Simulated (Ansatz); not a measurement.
# AlGe (quartet): from Hartree-Fock to the top rungs, cc-pVTZ

How much of the correlation energy of AlGe (quartet) does each wave-function method recover here?

Method: cc-pVTZ, core rule «outside noble gas», up to 19 orbitals frozen; program: Ansatz 0.2.0, Gaussian basis.

The runs, in order: UHF; CCSD(T) on ROHF; CCSD(T) on UHF; BCCD(T) on ROHF; CISD; CCSDT(Q) on ROHF; CCSDT(Q) on UHF; CASSCF and MRCISD+Q, 7 electrons in 8 orbitals; CASSCF and NEVPT2, 7 electrons in 8 orbitals.

16 further runs of the same task are left out: 2 for a known fault of the program, 5 that didn't finish, 9 set aside as unsound or not needed.

## (1) The system

The geometry is a PBE0/def2-TZVP stationary point (not a proven minimum) of the parent state, kept for this charge and spin. No spin-orbit coupling is included. The filled d shell of Ge may be among the frozen orbitals whatever the setting's name suggests; the logs give the count.

2 atoms, charge 0, spin multiplicity 4.

Atoms are counted from 1 here; the program's logs count them from 0.

Bond lengths: Ge1–Al2 2.446 Å.

Geometry (Å):

```xyz
2
charge 0, multiplicity 4
Ge    0.00000    0.00000    0.00000
Al    0.00000    0.00000    2.44638
```

In the tables R marks a restricted open-shell determinant and U an unrestricted one; 'valence' is the active space of 7 electrons in 8 orbitals; energies count from the table's Hartree-Fock row.

## (2) UHF

in.yaml

```yaml
crystal:
  periodic: [false, false, false]
  atoms:
    - {symbol: Ge, position_ang: [0.000000, 0.000000, 0.000000]}
    - {symbol: Al, position_ang: [0.000000, 0.000000, 2.446378]}
basis:
  gaussian: {orbitals: cc-pVTZ}
magnetization: {spin_polarized: true, initial_magnetization: 3}
hamiltonian: {xc: hf}
output: {orbitals: {seedname: orbitals}}
```

The run is started by

```bash
> ansatz run in.yaml --threads 1 --pin off --events-out ev --progress --plain --max-ram 2393MiB
```

Output:

```text
Functional definition: HF
  name "HF"
  cite "Fock, Z. Phys. 61, 126 (1930) doi:10.1007/BF01340294"
  parent pbe
  exchange = exact_x
  correlation = 0
508 factors; integrals over basis functions are off by at most 1.1e-3 eV
mean field evaluation 1: about -63056.3146 eV, gradient 5.4e0 eV
mean field evaluation 2: about -63056.3796 eV, gradient 5.6e0 eV
mean field evaluation 4: about -63056.8409 eV, gradient 1.2e0 eV
mean field evaluation 8: about -63056.8779 eV, gradient 1.1e-1 eV
mean field evaluation 16: about -63055.7552 eV, gradient 4.7e0 eV
mean field evaluation 32: about -63056.8246 eV, gradient 5.2e-1 eV
mean field -63056.87892804 eV, -2317.2975591180 hartree, gradient 2.0e-5 eV, S^2 3.771104; 0 other end points of the search recorded, 0 dependent functions left out
reference -63056.87892804 eV, -2317.2975591180 hartree; 24, 21 occupied and 53, 56 virtual orbitals, 508 factors
Total energy: -63056.87892804 eV, -2317.2975591180 hartree
```

Wall time 1.8 s (1 thread of Arm Neoverse V1, shared host).

From the report: ⟨S²⟩ of the determinant 3.771 (pure quartet: 3.75).

## (3) CCSD(T) on ROHF

in.yaml

```yaml
crystal:
  periodic: [false, false, false]
  atoms:
    - {symbol: Ge, position_ang: [0.000000, 0.000000, 0.000000]}
    - {symbol: Al, position_ang: [0.000000, 0.000000, 2.446378]}
basis:
  gaussian: {orbitals: cc-pVTZ}
magnetization: {spin_polarized: false, initial_magnetization: 3}
correlation: {method: ccsd_t, electrons: outside_noble_gas}
output: {forces: true}
```

The command is unchanged.

Output, shortened:

```text
Functional definition: HF
  name "HF"
  cite "Fock, Z. Phys. 61, 126 (1930) doi:10.1007/BF01340294"
  parent pbe
[...]
508 factors; integrals over basis functions are off by at most 1.1e-3 eV
[...]
mean field -63056.77971236 eV, -2317.2939130088 hartree, gradient 3.0e-6 eV, S^2 3.750000; 2 other end points of the search recorded, 0 dependent functions left out
[...]
determinant -63056.77971236 eV, -2317.2939130088 hartree, with singles and doubles -63060.68246606 eV, -2317.4373365620 hartree
determinant -63054.27640853 eV, -2317.2019182899 hartree, with singles and doubles -63058.27421534 eV, -2317.3488349804 hartree
determinant -63053.51317615 eV, -2317.1738700172 hartree, with singles and doubles -63057.54455145 eV, -2317.3220203270 hartree
19 core orbitals not correlated: weight in the atoms' cores, before any rotation towards them, 1.000 or more for the frozen orbitals, at most 0.000 for the correlated occupied ones
reference -63056.77971236 eV, -2317.2939130088 hartree; 5, 2 occupied and 53, 56 virtual orbitals, 508 factors
second order -3.15204811 eV of doubles, -0.03766693 eV of singles
cycle   1  -3.82799638 eV  change   -2.0e-1 eV  update   2.2e-2
[...]
cycle  13  -3.84176306 eV  change    1.0e-7 eV  update   4.4e-7
perturbative correction -0.21808769 eV, -0.0080145749 hartree
[...]
Total energy: -63060.83956311 eV, -2317.4431097720 hartree
Atom 0 at     0.000000     0.000000     0.000000 Å, force    -0.000000     0.000000    -0.355316 eV/Å
Atom 1 at     0.000000     0.000000     2.446378 Å, force     0.000000    -0.000000     0.355316 eV/Å
Dipole moment:    -0.000000     0.000000     0.231447 e Å
```

Run time: 10 s. Hardware: 1 thread of Arm Neoverse V1, shared host; peak memory 0.27 GiB.

From the report: correlation -4.0599 eV; T1 0.038; largest double amplitude 0.07.

## (4) CCSD(T) on UHF

in.yaml: that of step 3 with these lines changed.

```diff
@@ -7,3 +7,3 @@
   gaussian: {orbitals: cc-pVTZ}
-magnetization: {spin_polarized: false, initial_magnetization: 3}
+magnetization: {spin_polarized: true, initial_magnetization: 3}
 correlation: {method: ccsd_t, electrons: outside_noble_gas}
```

Same command.

Output, shortened:

```text
Functional definition: HF
  name "HF"
  cite "Fock, Z. Phys. 61, 126 (1930) doi:10.1007/BF01340294"
  parent pbe
[...]
508 factors; integrals over basis functions are off by at most 1.1e-3 eV
[...]
mean field -63056.87892804 eV, -2317.2975591180 hartree, gradient 5.5e-6 eV, S^2 3.771104; 5 other end points of the search recorded, 0 dependent functions left out
determinant -63056.87892804 eV, -2317.2975591180 hartree, with singles and doubles -63060.69817367 eV, -2317.4379138060 hartree
determinant -63054.65421503 eV, -2317.2158024227 hartree, with singles and doubles -63058.11863682 eV, -2317.3431175753 hartree
19 core orbitals not correlated: weight in the atoms' cores, before any rotation towards them, 1.000 or more for the frozen orbitals, at most 0.000 for the correlated occupied ones
reference -63056.87892804 eV, -2317.2975591180 hartree; 5, 2 occupied and 53, 56 virtual orbitals, 508 factors
second order -3.08081353 eV of doubles, -0.00000000 eV of singles
cycle   1  -3.74561394 eV  change   -2.1e-1 eV  update   2.2e-2
[...]
cycle  13  -3.75787626 eV  change   -6.7e-8 eV  update   4.8e-7
perturbative correction -0.21370020 eV, -0.0078533373 hartree
[...]
Total energy: -63060.85050450 eV, -2317.4435118606 hartree
Atom 0 at     0.000000     0.000000     0.000000 Å, force     0.000000     0.000000    -0.355006 eV/Å
Atom 1 at     0.000000     0.000000     2.446378 Å, force    -0.000000    -0.000000     0.355006 eV/Å
Dipole moment:    -0.000000     0.000000     0.232124 e Å
```

Run time: 13 s. Hardware: 1 thread of Arm Neoverse V1, shared host; peak memory 0.27 GiB.

From the report: ⟨S²⟩ of the determinant 3.771 (pure quartet: 3.75); correlation -3.9716 eV; T1 0.032; largest double amplitude 0.07.

## (5) BCCD(T) on ROHF

in.yaml

```yaml
crystal:
  periodic: [false, false, false]
  atoms:
    - {symbol: Ge, position_ang: [0.000000, 0.000000, 0.000000]}
    - {symbol: Al, position_ang: [0.000000, 0.000000, 2.446378]}
basis:
  gaussian: {orbitals: cc-pVTZ}
magnetization: {spin_polarized: false, initial_magnetization: 3}
correlation: {method: bccd_t, electrons: outside_noble_gas}
```

The command is unchanged.

Output, shortened:

```text
Functional definition: HF
  name "HF"
  cite "Fock, Z. Phys. 61, 126 (1930) doi:10.1007/BF01340294"
  parent pbe
[...]
508 factors; integrals over basis functions are off by at most 1.1e-3 eV
[...]
mean field -63056.77971236 eV, -2317.2939130088 hartree, gradient 3.0e-6 eV, S^2 3.750000; 2 other end points of the search recorded, 0 dependent functions left out
[...]
determinant -63056.77971236 eV, -2317.2939130088 hartree, with singles and doubles -63060.68246606 eV, -2317.4373365620 hartree
determinant -63054.27640853 eV, -2317.2019182899 hartree, with singles and doubles -63058.27421534 eV, -2317.3488349804 hartree
determinant -63053.51317615 eV, -2317.1738700172 hartree, with singles and doubles -63057.54455145 eV, -2317.3220203270 hartree
19 core orbitals not correlated: weight in the atoms' cores, before any rotation towards them, 1.000 or more for the frozen orbitals, at most 0.000 for the correlated occupied ones
reference -63056.77971236 eV, -2317.2939130088 hartree; 5, 2 occupied and 53, 56 virtual orbitals, 508 factors
second order -3.15204811 eV of doubles, -0.03766693 eV of singles
cycle   1  -3.83014196 eV  change   -2.1e-1 eV  update   2.5e-2
[...]
cycle  11  -3.83262420 eV  change   -2.9e-6 eV  update   6.1e-6
perturbative correction -0.22783947 eV, -0.0083729463 hartree
Total energy: -63060.84017604 eV, -2317.4431322967 hartree
```

Run time: 6 s. Hardware: 1 thread of Arm Neoverse V1, shared host.

From the report: correlation -4.0605 eV; largest double amplitude 0.07.

## (6) CISD

in.yaml: that of step 5 with these lines changed.

```diff
@@ -8,2 +8,2 @@
 magnetization: {spin_polarized: false, initial_magnetization: 3}
-correlation: {method: bccd_t, electrons: outside_noble_gas}
+correlation: {active_space: {ras: {orbitals: [2, 3, 53], electrons: 7, max_holes: 2, max_particles: 2}, fixed_orbitals: true}}
```

Same command.

Output:

```text
Functional definition: HF
  name "HF"
  cite "Fock, Z. Phys. 61, 126 (1930) doi:10.1007/BF01340294"
  parent pbe
  exchange = exact_x
  correlation = 0
508 factors; integrals over basis functions are off by at most 1.1e-3 eV
mean field evaluation 1: about -63056.3528 eV, gradient 4.3e0 eV
mean field evaluation 2: about -63056.4137 eV, gradient 4.5e0 eV
mean field evaluation 4: about -63056.7423 eV, gradient 1.3e0 eV
mean field evaluation 8: about -63056.7736 eV, gradient 2.7e-1 eV
mean field evaluation 16: about -63056.7797 eV, gradient 3.0e-6 eV
mean field -63056.77971236 eV, -2317.2939130088 hartree, gradient 3.0e-6 eV, S^2 3.750000; 0 other end points of the search recorded, 0 dependent functions left out
reference -63056.77971236 eV, -2317.2939130088 hartree; 24, 21 occupied and 53, 56 virtual orbitals, 508 factors
state -63060.47211487 eV, -2317.4296062983 hartree
Total energy: -63060.47211487 eV, -2317.4296062983 hartree
```

Wall time 7.5 s (1 thread of Arm Neoverse V1, shared host).

From the report: 40,578 determinants.

## (7) CCSDT(Q) on ROHF

in.yaml: that of step 6 with these lines changed.

```diff
@@ -8,2 +8,2 @@
 magnetization: {spin_polarized: false, initial_magnetization: 3}
-correlation: {active_space: {ras: {orbitals: [2, 3, 53], electrons: 7, max_holes: 2, max_particles: 2}, fixed_orbitals: true}}
+correlation: {method: ccsdt_q, electrons: outside_noble_gas}
```

Same command.

Output, shortened:

```text
Functional definition: HF
  name "HF"
  cite "Fock, Z. Phys. 61, 126 (1930) doi:10.1007/BF01340294"
  parent pbe
[...]
834 factors; integrals over basis functions are off by at most 2.4e-7 eV
[...]
mean field -63056.77972068 eV, -2317.2939133147 hartree, gradient 3.4e-6 eV, S^2 3.750000; 2 other end points of the search recorded, 0 dependent functions left out
[...]
determinant -63056.77972068 eV, -2317.2939133147 hartree, with singles and doubles -63060.68247923 eV, -2317.4373370460 hartree
determinant -63054.27642110 eV, -2317.2019187519 hartree, with singles and doubles -63058.27431682 eV, -2317.3488387095 hartree
determinant -63053.51318553 eV, -2317.1738703620 hartree, with singles and doubles -63057.54459036 eV, -2317.3220217569 hartree
19 core orbitals not correlated: weight in the atoms' cores, before any rotation towards them, 1.000 or more for the frozen orbitals, at most 0.000 for the correlated occupied ones
reference -63056.77972068 eV, -2317.2939133147 hartree; 5, 2 occupied and 53, 56 virtual orbitals, 834 factors
second order -3.15205315 eV of doubles, -0.03766693 eV of singles
cycle   1  -3.62423019 eV  change   -4.3e-1 eV  update   9.0e-2
[...]
cycle  16  -4.10328405 eV  change    6.5e-7 eV  update   5.3e-7
perturbative correction -0.01424783 eV, -0.0005235983 hartree
Total energy: -63060.89725257 eV, -2317.4452298206 hartree
```

It took 43 s on 1 thread of Arm Neoverse V1, shared host; peak memory 0.52 GiB.

From the report: correlation -4.1175 eV; T1 0.042; largest double amplitude 0.09.

## (8) CCSDT(Q) on UHF

in.yaml: that of step 7 with these lines changed.

```diff
@@ -7,3 +7,3 @@
   gaussian: {orbitals: cc-pVTZ}
-magnetization: {spin_polarized: false, initial_magnetization: 3}
+magnetization: {spin_polarized: true, initial_magnetization: 3}
 correlation: {method: ccsdt_q, electrons: outside_noble_gas}
```

Same command.

Output, shortened:

```text
Functional definition: HF
  name "HF"
  cite "Fock, Z. Phys. 61, 126 (1930) doi:10.1007/BF01340294"
  parent pbe
[...]
834 factors; integrals over basis functions are off by at most 2.4e-7 eV
[...]
mean field -63056.87893632 eV, -2317.2975594222 hartree, gradient 2.0e-6 eV, S^2 3.771104; 5 other end points of the search recorded, 0 dependent functions left out
determinant -63056.87893632 eV, -2317.2975594222 hartree, with singles and doubles -63060.69818637 eV, -2317.4379142726 hartree
determinant -63054.65422583 eV, -2317.2158028196 hartree, with singles and doubles -63058.11865437 eV, -2317.3431182202 hartree
19 core orbitals not correlated: weight in the atoms' cores, before any rotation towards them, 1.000 or more for the frozen orbitals, at most 0.000 for the correlated occupied ones
reference -63056.87893632 eV, -2317.2975594222 hartree; 5, 2 occupied and 53, 56 virtual orbitals, 834 factors
second order -3.08081872 eV of doubles, -0.00000000 eV of singles
cycle   1  -3.53208182 eV  change   -4.5e-1 eV  update   9.0e-2
[...]
cycle  16  -4.01535215 eV  change    7.3e-7 eV  update   7.9e-7
perturbative correction -0.01479182 eV, -0.0005435892 hartree
Total energy: -63060.90908029 eV, -2317.4456644813 hartree
```

Run time: 43 s. Hardware: 1 thread of Arm Neoverse V1, shared host; peak memory 0.48 GiB.

From the report: ⟨S²⟩ of the determinant 3.771 (pure quartet: 3.75); correlation -4.0301 eV; T1 0.036; largest double amplitude 0.09.

## (9) CASSCF and MRCISD+Q, 7 electrons in 8 orbitals

in.yaml

```yaml
crystal:
  periodic: [false, false, false]
  atoms:
    - {symbol: Ge, position_ang: [0.000000, 0.000000, 0.000000]}
    - {symbol: Al, position_ang: [0.000000, 0.000000, 2.446378]}
basis:
  gaussian: {orbitals: cc-pVTZ}
magnetization: {spin_polarized: false, initial_magnetization: 3}
correlation: {method: fic_mrcisd_q, electrons: outside_noble_gas, active_space: {window: {electrons: 7, orbitals: 8}, shells: [{species: Al, l: s, shell: 3}, {species: Al, l: p, shell: 3}, {species: Ge, l: s, shell: 4}, {species: Ge, l: p, shell: 4}]}}
```

The command is unchanged.

Output, shortened:

```text
Functional definition: HF
  name "HF"
  cite "Fock, Z. Phys. 61, 126 (1930) doi:10.1007/BF01340294"
  parent pbe
[...]
834 factors; integrals over basis functions are off by at most 2.4e-7 eV
[...]
mean field -63056.77972068 eV, -2317.2939133147 hartree, gradient 3.4e-6 eV, S^2 3.750000; 0 other end points of the search recorded, 0 dependent functions left out
reference -63056.77972068 eV, -2317.2939133147 hartree; 24, 21 occupied and 53, 56 virtual orbitals, 834 factors
state -63058.08608223 eV, -2317.3419212162 hartree
contracted CI cycle   1: correlation 0.00000000 eV, 0.0000000000 hartree, residual 1.06e1 eV
contracted CI cycle   2: correlation -2.50416483 eV, -0.0920263600 hartree, residual 2.09e0 eV
contracted CI cycle   3: correlation -2.60076796 eV, -0.0955764595 hartree, residual 4.72e-1 eV
contracted CI cycle   4: correlation -2.60547001 eV, -0.0957492568 hartree, residual 1.07e-1 eV
contracted CI cycle   5: correlation -2.60570396 eV, -0.0957578541 hartree, residual 2.55e-2 eV
contracted CI cycle   6: correlation -2.60571741 eV, -0.0957583487 hartree, residual 6.36e-3 eV
contracted CI cycle   7: correlation -2.60571824 eV, -0.0957583790 hartree, residual 1.59e-3 eV
contracted CI cycle   8: correlation -2.60571829 eV, -0.0957583808 hartree, residual 4.23e-4 eV
state -63058.08608223 eV, -2317.3419212162 hartree; corrected -63060.89334573 eV, -2317.4450862468 hartree
Total energy: -63060.89334573 eV, -2317.4450862468 hartree
Checks for a lower state left out: starts, orbital_swaps
```

Wall time 7.5 s (1 thread of Arm Neoverse V1, shared host); peak memory 0.27 GiB.

From the report: 400 determinants; active occupations 1.98, 1.91, 1.01, 0.99, 0.99, 0.05, 0.05, 0.03.

## (10) CASSCF and NEVPT2, 7 electrons in 8 orbitals

in.yaml

```yaml
crystal:
  periodic: [false, false, false]
  atoms:
    - {symbol: Ge, position_ang: [0.000000, 0.000000, 0.000000]}
    - {symbol: Al, position_ang: [0.000000, 0.000000, 2.446378]}
basis:
  gaussian: {orbitals: cc-pVTZ}
magnetization: {spin_polarized: false, initial_magnetization: 3}
correlation: {method: sc_nevpt2, electrons: outside_noble_gas, active_space: {window: {electrons: 7, orbitals: 8}, shells: [{species: Al, l: s, shell: 3}, {species: Al, l: p, shell: 3}, {species: Ge, l: s, shell: 4}, {species: Ge, l: p, shell: 4}]}}
```

The command is unchanged.

Output:

```text
Functional definition: HF
  name "HF"
  cite "Fock, Z. Phys. 61, 126 (1930) doi:10.1007/BF01340294"
  parent pbe
  exchange = exact_x
  correlation = 0
834 factors; integrals over basis functions are off by at most 2.4e-7 eV
mean field evaluation 1: about -63056.3372 eV, gradient 4.3e0 eV
mean field evaluation 2: about -63056.4109 eV, gradient 4.5e0 eV
mean field evaluation 4: about -63056.7414 eV, gradient 1.3e0 eV
mean field evaluation 8: about -63056.7736 eV, gradient 2.7e-1 eV
mean field evaluation 16: about -63056.7797 eV, gradient 3.4e-6 eV
mean field -63056.77972068 eV, -2317.2939133147 hartree, gradient 3.4e-6 eV, S^2 3.750000; 0 other end points of the search recorded, 0 dependent functions left out
reference -63056.77972068 eV, -2317.2939133147 hartree; 24, 21 occupied and 53, 56 virtual orbitals, 834 factors
state -63058.08608223 eV, -2317.3419212162 hartree
state -63058.08608223 eV, -2317.3419212162 hartree; corrected -63060.27861640 eV, -2317.4224953608 hartree
Total energy: -63060.27861640 eV, -2317.4224953608 hartree
Checks for a lower state left out: starts, orbital_swaps
```

Run time: 5.5 s. Hardware: 1 thread of Arm Neoverse V1, shared host.

From the report: 400 determinants; active occupations 1.98, 1.91, 1.01, 0.99, 0.99, 0.05, 0.05, 0.03.

## (11) How many determinants matter

Natural occupations of the CASSCF valence state about the gap (report; correlated orbitals 1 to 8): 1.980, 1.905, 1.012, 0.987, 0.987, 0.050, 0.050, 0.028. The count of effectively unpaired electrons, Σ n²(2 − n)², is 3.06; a single determinant of this spin has 3.

## (12) All levels against the top one

The yardstick is UCCSDT(Q), where the cluster series has nearly closed. Rows without a time come out of other runs: HF, MP2 and CCSD of CCSD(T), CCSDT of CCSDT(Q), CASSCF and MRCISD of the multireference runs. The times of RCCSD(T), UCCSD(T) include forces.

Differences are taken before rounding.

| method | energy from the lowest RHF (kJ/mol) | from UCCSDT(Q) (kJ/mol) | time |
| --- | --- | --- | --- |
| RHF | 0.0 | +398.4 |  |
| UHF | -9.6 | +388.9 |  |
| RMP2 | -307.8 | +90.7 |  |
| UMP2 | -306.8 | +91.6 |  |
| CISD | -356.3 | +42.2 | 7.5 s |
| RCCSD | -370.7 | +27.7 |  |
| UCCSD | -372.2 | +26.3 |  |
| RCCSD(T) | -391.7 | +6.7 | 10 s |
| UCCSD(T) | -392.8 | +5.7 | 13 s |
| BCCD(T) | -391.8 | +6.6 | 6 s |
| RCCSDT | -395.9 | +2.5 |  |
| UCCSDT | -397.0 | +1.4 |  |
| RCCSDT(Q) | -397.3 | +1.1 | 43 s |
| UCCSDT(Q) | -398.4 | 0 | 43 s |
| CASSCF valence | -126.0 | +272.4 |  |
| NEVPT2 valence | -337.6 | +60.8 | 5.5 s |
| MRCISD valence | -377.5 | +21.0 |  |
| MRCISD+Q valence | -396.9 | +1.5 | 7.5 s |

Among the levels timed on like hardware and quicker than the yardstick, those that no quicker one beats, quickest first: NEVPT2 valence (5.5 s, +60.8 kJ/mol); BCCD(T) (6 s, +6.6 kJ/mol); MRCISD+Q valence (7.5 s, +1.5 kJ/mol); RCCSDT(Q) (43 s, +1.1 kJ/mol).

## (13) Results

| quantity | value |
| --- | --- |
| UCCSDT(Q) below the RHF energy | -4.1294 eV |
| RMP2 from UCCSDT(Q) | +90.7 kJ/mol |
| UMP2 from UCCSDT(Q) | +91.6 kJ/mol |
| RCCSD from UCCSDT(Q) | +27.7 kJ/mol |
| RCCSD(T) from UCCSDT(Q) | +6.7 kJ/mol |
| UCCSD(T) from UCCSDT(Q) | +5.7 kJ/mol |
| RCCSDT(Q) from UCCSDT(Q) | +1.1 kJ/mol |
| NEVPT2 valence from UCCSDT(Q) | +60.8 kJ/mol |
| MRCISD+Q valence from UCCSDT(Q) | +1.5 kJ/mol |
| levels within 1 kcal/mol (43 meV) | RCCSDT, UCCSDT, RCCSDT(Q), MRCISD+Q valence |
| T1 diagnostic | 0.038 |
| effectively unpaired electrons | 3.06 |

RCCSD(T) misses by +6.7 kJ/mol, 1.7 % of the correlation energy. One determinant dominates. Of the multireference levels listed MRCISD+Q valence comes nearest in total energy (+1.5 kJ/mol), which doesn't show that its space is the better one. These misses are within one basis, not against nature; the frozen cores of restricted and unrestricted runs differ, which can shift their rows.

RCCSDT(Q) reaches 1.1 kJ/mol from the reference in 43 s, where UCCSDT(Q) took 43 s; the quickest level in the cost chart, NEVPT2 valence, takes 5.5 s and misses by 60.8 kJ/mol.
